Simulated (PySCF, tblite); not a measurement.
# C₁₈H₁₂: electronic excitations, NMR shifts

Wanted: electronic excitations, NMR shifts for C₁₈H₁₂ (`CC(C)=C=C=C=C=C=C=C=C=C=C=C=C=C(C)C`).

Programs: tblite 0.8.0 and PySCF 2.14.0, with routines of our own; each step states its level. All values are computed. Atoms count from 0.

### 1 The system as given

30 atoms, charge 0, multiplicity 1; geometry from: force field, distance geometry or constructed start.

### 2 Optimising the geometry with GFN2-xTB

What the job is given:

```
{"job": {"kind": "relax", "xc": "GFN2-xTB", "basis": "xTB"}, "charge": 0, "multiplicity": 1}
C      8.371100     0.183600    -2.734400
C      7.789200     0.024900    -1.360800
C      8.806900    -0.122000    -0.249100
C      6.505500     0.009500    -1.136600
C      5.322200    -0.011800    -0.921500
C      4.137100    -0.027000    -0.722000
C      2.957500    -0.040500    -0.517100
C      1.777900    -0.055300    -0.306800
C      0.594200    -0.075900    -0.103100
C     -0.594300    -0.090400     0.104400
C     -1.776500    -0.106600     0.306200
C     -2.959900    -0.123300     0.513800
C     -4.143700    -0.136300     0.724400
C     -5.321000    -0.153400     0.922200
C     -6.508500    -0.163600     1.130600
C     -7.794400    -0.185200     1.360200
C     -8.499500     0.936300     2.063100
C     -8.669000    -1.330600     0.919600
H      8.978600    -0.681000    -2.992900
H      7.583500     0.284400    -3.487200
H      8.990700     1.085600    -2.779400
H      9.430000    -0.997800    -0.420400
H      9.448000     0.769900    -0.199100
H      8.316200    -0.239000     0.725600
H     -7.807300     1.735500     2.351800
H     -8.990000     0.563600     2.974300
H     -9.264800     1.374300     1.412700
H     -8.093900    -2.108200     0.413100
H     -9.439300    -0.973700     0.227300
H     -9.157200    -1.781100     1.791100
```

Command:

```
$ OMP_NUM_THREADS=1 python large_run.py task.json out
```

This one command runs all jobs of the session in turn.

Standard output:

```text
step      E/eV     max force
  0   -1201.65234    4.942
  1   -1201.90255    8.884
  2   -1202.44124    5.780
  3   -1202.65059    7.244
  4   -1203.00779    3.464
  5   -1203.15972    5.078
  6   -1203.44276    2.245
  7   -1203.54615    2.154
  8   -1203.70359    1.347
  9   -1203.92847    2.564
 10   -1204.06872    2.585
 11   -1204.18763    1.174
 12   -1204.24041    1.872
 13   -1204.28533    0.906
 14   -1204.30627    0.757
 15   -1204.33195    0.552
 16   -1204.35345    0.555
 17   -1204.37102    0.323
 18   -1204.40404    0.287
 19   -1204.42452    0.286
 20   -1204.45188    0.366
 21   -1204.48827    0.427
 22   -1204.53531    0.449
 23   -1204.57637    0.353
 24   -1204.60101    0.254
 25   -1204.61687    0.252
 26   -1204.63412    0.298
 27   -1204.64830    0.280
 28   -1204.65492    0.121
 29   -1204.65661    0.061
 30   -1204.65743    0.066
 31   -1204.65936    0.118
 32   -1204.66326    0.198
 33   -1204.67087    0.261
 34   -1204.68223    0.245
 35   -1204.69624    0.220
 36   -1204.71310    0.205
 37   -1204.73591    0.299
 38   -1204.76765    0.409
 39   -1204.79829    0.348
 40   -1204.81778    0.267
 41   -1204.83813    0.244
 42   -1204.85609    0.351
 43   -1204.85978    0.465
 44   -1204.88690    0.362
 45   -1204.89773    0.174
 46   -1204.90748    0.128
 47   -1204.91507    0.156
 48   -1204.92105    0.106
 49   -1204.92432    0.114
 50   -1204.92492    0.106
 51   -1204.92632    0.066
 52   -1204.92690    0.055
 53   -1204.92771    0.039
 54   -1204.92807    0.033
 55   -1204.92843    0.038
 56   -1204.92858    0.032
 57   -1204.92866    0.019
```

It took 0.84 s on 1 thread of Arm Neoverse V2, shared host.

The steps of the relaxation:

```tsv
step	energy from step 0 (eV)	largest force (eV/Å)
0	0.0000	4.9420
1	-0.2502	8.8846
2	-0.7889	5.7798
3	-0.9982	7.2437
4	-1.3555	3.4640
5	-1.5074	5.0776
6	-1.7904	2.2450
7	-1.8938	2.1542
8	-2.0512	1.3477
12	-2.5881	1.8716
16	-2.7011	0.5547
20	-2.7995	0.3656
24	-2.9487	0.2533
28	-3.0026	0.1214
32	-3.0109	0.1980
36	-3.0608	0.2047
40	-3.1654	0.2668
44	-3.2346	0.3622
48	-3.2687	0.1053
53	-3.2754	0.0389
54	-3.2757	0.0335
55	-3.2761	0.0382
56	-3.2762	0.0325
57	-3.2763	0.0191
```

Distances of close pairs at the start and the end, largest changes first:

```tsv
bond	before (Å)	after (Å)	change (Å)
C12–C13	1.194	1.285	+0.091
C4–C5	1.202	1.285	+0.083
C6–C7	1.198	1.281	+0.083
C10–C11	1.202	1.281	+0.080
C8–C9	1.207	1.280	+0.074
C5–C6	1.197	1.265	+0.067
C9–C10	1.199	1.266	+0.067
C7–C8	1.201	1.266	+0.065
```

The end geometry stands in the next job.

### 3 Vibrational analysis with GFN2-xTB

What the job is given:

```
{"job": {"kind": "ir", "xc": "GFN2-xTB", "basis": "xTB"}, "charge": 0, "multiplicity": 1}
C      8.780967    -0.560470    -2.665462
C      8.194573     0.032462    -1.420120
C      9.157168     0.640835    -0.445820
C      6.893983     0.015512    -1.195260
C      5.649756    -0.008796    -0.991995
C      4.383598    -0.030846    -0.773974
C      3.137725    -0.047813    -0.557103
C      1.875767    -0.062040    -0.335816
C      0.629686    -0.073076    -0.112042
C     -0.630610    -0.086576     0.114107
C     -1.877084    -0.098469     0.335232
C     -3.139606    -0.114286     0.552418
C     -4.385821    -0.133408     0.766265
C     -5.651764    -0.159051     0.984424
C     -6.894608    -0.179599     1.196059
C     -8.194688    -0.196417     1.423678
C     -8.781021     0.396626     2.669340
C     -9.157805    -0.800935     0.447401
H      9.380409    -1.436647    -2.412774
H      8.001749    -0.861362    -3.361218
H      9.436998     0.160799    -3.152915
H      9.957891    -0.063611    -0.220321
H      9.613999     1.532253    -0.879253
H      8.659303     0.921438     0.478980
H     -8.026166     0.923540     3.247796
H     -9.208910    -0.391283     3.291552
H     -9.583195     1.089645     2.414517
H     -8.634678    -1.312937    -0.356348
H     -9.786331    -0.021309     0.013071
H     -9.812098    -1.509432     0.955485
```

Standard output:

```text
mode    cm-1     km/mol
  1      13.6      0.72
  2      13.7      0.71
  3      36.0      1.24
  4      39.9      0.07
  5      64.8      0.55
  6      68.4      3.60
  7      78.5      1.52
  8      94.8      0.01
  9      98.0      6.95
 10      98.7      1.93
 11     113.0      0.59
 12     123.2      5.94
 13     140.5      0.25
 14     144.8      0.31
 15     192.4      0.02
 16     200.1      0.32
 17     205.7      0.26
 18     249.3      0.11
 19     262.5      0.08
 20     297.6      4.36
 21     305.3      0.24
 22     309.9      0.09
 23     324.4      0.88
 24     330.0      0.18
 25     346.3      0.01
 26     351.0      3.13
 27     354.2      0.07
 28     359.7      0.01
 29     363.9      0.13
 30     374.3      0.04
 31     375.2      0.84
 32     379.5      0.03
 33     415.1      3.02
 34     415.4      0.04
 35     485.8      0.94
 36     485.9      0.43
 37     547.7     26.99
 38     726.3      0.49
 39     863.2    152.93
 40     948.5     20.05
 41     956.8     14.92
 42     967.6      0.10
 43     975.3      0.14
 44     975.4      1.91
 45    1033.2     79.58
 46    1051.0     10.14
 47    1051.2     13.28
 48    1120.3      0.17
 49    1211.7     23.40
 50    1212.2     21.65
 51    1270.7    378.99
 52    1389.3      5.55
 53    1389.4     11.93
 54    1397.3      6.39
 55    1398.6      0.44
 56    1438.6      0.06
 57    1468.6      3.12
 58    1468.9      0.59
 59    1470.2      2.59
 60    1470.3      8.19
 61    1478.7      7.15
 62    1478.9      7.56
 63    1479.3     55.09
 64    1494.3      0.27
 65    1624.7    195.99
 66    1710.1      0.00
 67    1777.0      0.00
 68    1979.2     56.73
 69    2056.9      7.41
 70    2098.7      0.01
 71    2172.7      0.07
 72    2174.1     17.09
 73    2978.1     37.79
 74    2979.3     58.04
 75    2980.4     46.19
 76    2981.4     45.64
 77    3000.5     33.36
 78    3001.7      9.83
 79    3005.2    460.60
 80    3006.4    211.42
 81    3047.1     39.22
 82    3047.8     41.25
 83    3048.3      8.88
 84    3048.7     12.19
```

It took 2.1 s on 1 thread of Arm Neoverse V2, shared host.

The strongest bands and the atoms that carry them (share of the mass-weighted mode):

```tsv
cm⁻¹	km/mol	atoms
863	152.9	C2 10 %, C0 10 %, C16 10 %, C17 10 %
1033	79.6	
1271	379.0	C1 15 %, C15 15 %
1625	196.0	C1 15 %, C15 15 %, C6 11 %, C11 11 %
1979	56.7	C3 16 %, C14 16 %, C10 13 %, C7 13 %
2979	58.0	H22 63 %, H18 14 %, H21 11 %
3005	460.6	H29 52 %, H26 23 %
3006	211.4	H21 38 %, H20 37 %
```

### 4 Electronic excitations: TDDFT wB97X-D/def2-SVP

Settings changed since step 3:

```diff
@@ -1,2 +1,2 @@
-{"job": {"kind": "ir", "xc": "GFN2-xTB", "basis": "xTB"}, "charge": 0, "multiplicity": 1}
+{"job": {"kind": "uv", "basis": "def2-SVP", "grid": 1, "kgrid": 0, "vcut": 1.5, "nstates": 8, "ntriplets": 3, "tda": false, "delta": ["ip_vertical", "ea_vertical", "triplet_vertical"], "pop": true, "xc": "wB97X-D"}, "charge": 0, "multiplicity": 1}
 C      8.780967    -0.560470    -2.665462
```

Method: TDDFT wB97X-D/def2-SVP, vertical, gas phase, core orbitals frozen in the response, virtual orbitals cut by energy.

Standard output:

```text
start: PBE on a coarse grid of 26217 points
cycle   1  E = -691.1114131513  dE =  2.583e+00  |g| = 6.902e-01  |ddm| = 8.424e+00
cycle   2  E = -691.0091915637  dE =  1.022e-01  |g| = 8.733e-01  |ddm| = 2.256e+00
cycle   3  E = -691.0618349119  dE = -5.264e-02  |g| = 6.844e-01  |ddm| = 1.658e+00
cycle   4  E = -691.2515872637  dE = -1.898e-01  |g| = 1.334e-01  |ddm| = 9.173e-01
cycle   5  E = -691.2551016368  dE = -3.514e-03  |g| = 9.569e-02  |ddm| = 2.344e-01
cycle   6  E = -691.2575312908  dE = -2.430e-03  |g| = 4.360e-02  |ddm| = 1.222e-01
cycle   7  E = -691.2579654134  dE = -4.341e-04  |g| = 2.069e-02  |ddm| = 6.580e-02
cycle   8  E = -691.2580091477  dE = -4.373e-05  |g| = 1.644e-02  |ddm| = 5.622e-02
cycle   9  E = -691.2581601067  dE = -1.510e-04  |g| = 3.692e-03  |ddm| = 3.116e-02
final grid: 116930 points
cycle  10  E = -691.9569731167  dE = -1.997e-02  |g| = 5.264e-02  |ddm| = 9.035e-01
cycle  11  E = -691.9607766737  dE = -3.804e-03  |g| = 2.765e-02  |ddm| = 2.149e-01
cycle  12  E = -691.9616645191  dE = -8.878e-04  |g| = 1.912e-02  |ddm| = 8.332e-02
cycle  13  E = -691.9620687359  dE = -4.042e-04  |g| = 1.248e-02  |ddm| = 6.147e-02
cycle  14  E = -691.9621773502  dE = -1.086e-04  |g| = 3.767e-03  |ddm| = 3.263e-02
cycle  15  E = -691.9621825922  dE = -5.242e-06  |g| = 1.691e-03  |ddm| = 7.070e-03
cycle  16  E = -691.9621853110  dE = -2.719e-06  |g| = 5.548e-04  |ddm| = 4.364e-03
cycle  17  E = -691.9621829122  dE =  2.399e-06  |g| = 1.719e-04  |ddm| = 1.044e-03
cycle  18  E = -691.9621821508  dE =  7.614e-07  |g| = 8.630e-05  |ddm| = 7.701e-04
converged SCF energy = -691.9621821508
Vertical ionisation energy (delta-SCF) = 6.4367 eV   <S^2> = 0.969
Vertical electron affinity (delta-SCF) = 2.2156 eV   <S^2> = 0.955
Vertical lowest triplet (delta-SCF) = 0.6824 eV   <S^2> = 2.137

Static polarisability (au): isotropic 652.931, principal 90.476 106.752 1761.567

Singlet excitations
state   eV       nm        f      main configurations
  1   1.4972    828.1   0.00001   H-1->L 0.52, H->L+1 0.42
  2   1.5644    792.5   0.00021   H->L+1 0.52, H-1->L 0.42
  3   2.1903    566.1   0.42306   H->L 0.68, H-1->L+1 0.29
  4   2.9572    419.3   0.00001   H-3->L 0.39, H-1->L+2 0.28, H-2->L+1 0.19
  5   3.0906    401.2   0.00000   H-2->L+1 0.44, H->L+3 0.22, H-3->L 0.18
  6   3.4367    360.8   7.74394   H-1->L+1 0.63, H->L 0.26
  7   3.5847    345.9   0.00000   H-2->L 0.45, H-3->L+1 0.22, H->L+2 0.18
  8   4.1802    296.6   0.00000   H->L+2 0.53, H-2->L 0.36

Triplet excitations (Tamm-Dancoff, eV): 0.8971 1.4927 1.5694
```

Wall time 2.6 min (1 thread of Arm Neoverse V2, shared host); peak memory 0.57 GiB.

The orbitals next to the gap, with their largest atomic shares:

```tsv
orbital	eV	atoms
HOMO−4	-9.99	C3 12 %, C14 12 %, C6 10 %
HOMO−3	-9.05	C6 13 %, C11 13 %, C3 12 %
HOMO−2	-8.48	C5 11 %, C12 11 %, C15 10 %
HOMO−1	-7.21	C5 11 %, C12 11 %, C7 11 %
HOMO	-6.74	C6 9 %, C11 9 %, C4 9 %
LUMO	-1.93	C4 10 %, C13 10 %, C6 10 %
LUMO+1	-1.45	C5 12 %, C12 12 %, C7 11 %
LUMO+2	0.09	C1 12 %, C15 12 %, C5 10 %
LUMO+3	0.82	C3 12 %, C14 12 %, C6 12 %
```

With each of the 8 states as a Gaussian band of 0.4 eV half-width at 1/e, the curve within the window shown has maxima at 566 nm (ε 17,000), 361 nm (ε 310,000) L/(mol cm). Beyond the last state computed it falls off for lack of states. The curve at chosen wavelengths:

```csv
nm,ε (L/mol/cm)
277,347
321,99315
365,310820
410,109446
454,16863
498,10907
542,16208
586,16567
631,12501
675,7875
719,4435
763,2342
807,1197
852,596
896,302
940,156
984,82
1028,44
1073,25
1117,14
1161,8
1205,5
1249,3
1294,2
1338,2
1382,1
```

Further results of this job:

```tsv
property	computed
dipole moment (D)	0.01
polarisability (Å³)	96.75
HOMO–LUMO gap (eV)	4.81
−ε(HOMO) (eV)	6.74
```

### 5 NMR shifts: GIAO KT3/pcSseg-1

Settings changed since step 4:

```diff
@@ -1,2 +1,2 @@
-{"job": {"kind": "uv", "basis": "def2-SVP", "grid": 1, "kgrid": 0, "vcut": 1.5, "nstates": 8, "ntriplets": 3, "tda": false, "delta": ["ip_vertical", "ea_vertical", "triplet_vertical"], "pop": true, "xc": "wB97X-D"}, "charge": 0, "multiplicity": 1}
+{"job": {"kind": "nmr", "basis": "pcSseg-1", "pop": false, "xc": "KT3"}, "charge": 0, "multiplicity": 1}
 C      8.780967    -0.560470    -2.665462
```

Method: GIAO KT3/pcSseg-1 NMR shielding, non-relativistic, gas phase.

Standard output:

```text
start: PBE on a coarse grid of 26217 points
cycle   1  E = -691.5236776451  dE =  2.707e+00  |g| = 7.547e-01  |ddm| = 7.146e+00
cycle   2  E = -691.4182914381  dE =  1.054e-01  |g| = 9.374e-01  |ddm| = 2.443e+00
cycle   3  E = -691.5224523483  dE = -1.042e-01  |g| = 6.340e-01  |ddm| = 1.616e+00
cycle   4  E = -691.6799998118  dE = -1.575e-01  |g| = 1.397e-01  |ddm| = 8.438e-01
cycle   5  E = -691.6848324151  dE = -4.833e-03  |g| = 8.159e-02  |ddm| = 1.988e-01
cycle   6  E = -691.6864881378  dE = -1.656e-03  |g| = 4.031e-02  |ddm| = 1.120e-01
cycle   7  E = -691.6868036347  dE = -3.155e-04  |g| = 2.142e-02  |ddm| = 6.002e-02
cycle   8  E = -691.6868715844  dE = -6.795e-05  |g| = 1.636e-02  |ddm| = 5.064e-02
cycle   9  E = -691.6870163951  dE = -1.448e-04  |g| = 3.678e-03  |ddm| = 2.694e-02
final grid: 250012 points
cycle  10  E = -704.2574632734  dE = -4.259e-02  |g| = 2.808e-02  |ddm| = 1.566e+00
cycle  11  E = -704.2530505710  dE =  4.413e-03  |g| = 9.100e-02  |ddm| = 1.786e-01
cycle  12  E = -704.2564322965  dE = -3.382e-03  |g| = 4.708e-02  |ddm| = 2.052e-01
cycle  13  E = -704.2575888090  dE = -1.157e-03  |g| = 2.020e-02  |ddm| = 8.536e-02
cycle  14  E = -704.2577128191  dE = -1.240e-04  |g| = 6.667e-03  |ddm| = 2.474e-02
cycle  15  E = -704.2577295387  dE = -1.672e-05  |g| = 2.876e-03  |ddm| = 9.632e-03
cycle  16  E = -704.2577300473  dE = -5.085e-07  |g| = 1.750e-03  |ddm| = 4.970e-03
cycle  17  E = -704.2577318971  dE = -1.850e-06  |g| = 2.326e-04  |ddm| = 2.292e-03
cycle  18  E = -704.2577309858  dE =  9.113e-07  |g| = 2.311e-04  |ddm| = 5.774e-04
cycle  19  E = -704.2577310171  dE = -3.127e-08  |g| = 8.041e-05  |ddm| = 4.534e-04
converged SCF energy = -704.2577310171

GIAO shielding tensors (ppm)
atom      isotropic    diamagn.    paramagn.     s11        s22        s33       span
  0 C      156.868     247.636     -90.767    140.425    148.955    181.225     40.799
  1 C       65.658     278.295    -212.637      9.911     33.889    153.174    143.264
  2 C      157.178     247.271     -90.093    140.517    149.679    181.339     40.822
  3 C       21.709     268.022    -246.313      7.534     12.686     44.906     37.372
  4 C       53.304     255.209    -201.905     48.323     51.228     60.360     12.037
  5 C       45.422     259.179    -213.756     36.362     49.538     50.367     14.005
  6 C       48.899     255.328    -206.429     47.028     47.228     52.443      5.415
  7 C       45.285     252.823    -207.539     41.137     47.258     47.459      6.323
  8 C       46.954     256.838    -209.883     46.301     47.219     47.343      1.041
  9 C       46.967     256.847    -209.880     46.315     47.248     47.336      1.020
 10 C       45.322     252.835    -207.513     41.187     47.289     47.488      6.301
 11 C       48.940     255.326    -206.386     47.052     47.268     52.499      5.447
 12 C       45.463     259.185    -213.722     36.426     49.574     50.388     13.962
 13 C       53.313     255.197    -201.884     48.325     51.258     60.357     12.032
 14 C       21.707     268.050    -246.342      7.537     12.679     44.907     37.370
 15 C       65.677     278.305    -212.627      9.922     33.934    153.176    143.254
 16 C      156.952     247.694     -90.742    140.463    149.109    181.285     40.822
 17 C      157.076     247.249     -90.173    140.471    149.503    181.254     40.784
 18 H       29.464      24.516       4.948     26.295     27.427     34.669      8.375
 19 H       29.429      36.672      -7.243     25.575     28.551     34.159      8.584
 20 H       29.597      22.788       6.809     26.276     27.958     34.557      8.282
 21 H       29.614      22.589       7.025     26.277     27.989     34.575      8.298
 22 H       29.467      24.657       4.810     26.286     27.417     34.699      8.413
 23 H       29.428      36.556      -7.128     25.583     28.503     34.199      8.616
 24 H       29.426      36.745      -7.320     25.572     28.534     34.171      8.600
 25 H       29.464      24.527       4.937     26.295     27.415     34.682      8.387
 26 H       29.604      22.897       6.707     26.281     27.969     34.561      8.280
 27 H       29.427      36.508      -7.081     25.578     28.515     34.186      8.608
 28 H       29.467      24.619       4.848     26.289     27.426     34.686      8.397
 29 H       29.608      22.478       7.130     26.281     27.970     34.573      8.292
```

Wall time 20 s (1 thread of Arm Neoverse V2, shared host); peak memory 0.54 GiB.

The references, computed at this level on geometries of the same kind, shield at (ppm): $^{1}$H TMS 31.76, $^{13}$C TMS 184.7. Their shielding less the atom's gives the shift. The references are single molecules in the gas phase. Atoms listed in one row are averaged.

```tsv
atoms	environment	σ (ppm)	δ (ppm)
C3, C14	inner carbon of a cumulene	21.7	163.0
C7, C10	inner carbon of a cumulene	45.3	139.4
C5, C12	inner carbon of a cumulene	45.4	139.3
C8, C9	inner carbon of a cumulene	47.0	137.8
C6, C11	inner carbon of a cumulene	48.9	135.8
C4, C13	inner carbon of a cumulene	53.3	131.4
C1, C15	terminal carbon of a cumulated C=C=C unit	65.7	119.1
C0, C2, C16, C17	allylic methyl carbon	157.0	27.7
H18, H19, H20, H21, H22 and 7 more	hydrogen on an allylic methyl carbon	29.50	2.26
```

### 6 Summary of results

| quantity | value |
| --- | --- |
| strongest single infrared mode (GFN2-xTB) | 3005 cm⁻¹, 461 km/mol |
| zero-point energy (GFN2-xTB) | 134.3 kcal/mol |
| lowest singlet (wB97X-D/def2-SVP) | 1.50 eV (828 nm), f = 0.000 |
| brightest single state of those computed | state 6, 3.44 eV, f = 7.744 |
| lowest triplet | 0.90 eV |
| $^{13}$C shifts against TMS (KT3/pcSseg-1, means over atoms taken as alike) | 163.0, 139.4, 139.3, 137.8, 135.8, 131.4, 119.1, 27.7 ppm |
| $^{1}$H shifts against TMS (KT3/pcSseg-1, means over atoms taken as alike) | 2.26 ppm |

In words: All 84 modes are real, so the xTB geometry is a minimum. GFN2-xTB is a fitted tight-binding method: band positions and strengths are rough. Its intensities can rank the bands wrongly. The lowest singlet, at 1.50 eV, is HOMO−1→LUMO 0.52, HOMO→LUMO+1 0.42 and is dark; of the 8 states computed, the strongest absorption comes from state 6 at 3.44 eV. State 3 absorbs in the visible (566 nm). The lowest triplet lies 0.60 eV below the lowest singlet (triplets in Tamm-Dancoff, singlets in full TDDFT). At KT3/pcSseg-1: The widest tensor belongs to C1, C15: span 143 ppm, with a paramagnetic part of -213 ppm.
